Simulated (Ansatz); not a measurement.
# Nb: the cost of one run

Method: DFT PBEsol, scalar-relativistic, plane waves, PAW, in Ansatz 0.2.0.

The COD entry's cell or inner coordinates are ideal or old and differ from later refinements, so a difference from it is no clean test against experiment.

## Step 1: The system as given

The structure is cubic, space group Im-3m (No. 229). The conventional cell has a = 3.328 Å, b = 3.328 Å, c = 3.328 Å, α = 90.00°, β = 90.00°, γ = 90.00°. Nb (site symmetry m-3m) has 8 Nb at 2.88 Å as nearest neighbours.

Coordinates:

```cif
data_structure
_symmetry_space_group_name_H-M 'P 1'
_symmetry_Int_Tables_number 1
_cell_length_a 2.8820
_cell_length_b 2.8820
_cell_length_c 2.8820
_cell_angle_alpha 109.471
_cell_angle_beta 109.471
_cell_angle_gamma 109.471
_cell_volume 18.43
loop_
_atom_site_label
_atom_site_type_symbol
_atom_site_fract_x
_atom_site_fract_y
_atom_site_fract_z
_atom_site_occupancy
Nb1 Nb 0.00000 0.00000 0.00000 1
```

The cell is taken as given, not relaxed at this level.

## Step 2: The reference: the undisturbed cell on the scan's mesh

input.yaml

```yaml
crystal:
  lattice:
    - [-1.66395, 1.66395, 1.66395]
    - [1.66395, -1.66395, 1.66395]
    - [1.66395, 1.66395, -1.66395]
  atoms:
    - { symbol: Nb, position: [0.0, 0.0, 0.0] }
basis:
  ecutwfc: 420
kpoints:
  mp_grid: { grid: [22, 22, 22] }
hamiltonian:
  xc: pbesol
scf:
  occupations: { method: gaussian, width: 0.15 }
output:
  forces: true
  stress: true
  eigenvalues: true
```

Run with:

```sh
$ ansatz run input.yaml --threads 1 --pin off --max-ram 1228MiB --backend cpu --events-out ev --progress --plain --runs-dir out
```

Q: Estimate wall time and peak memory on 1 thread of an x86-64 CPU, shared host.

About 2.7 s, with a peak of 0.4 GiB.
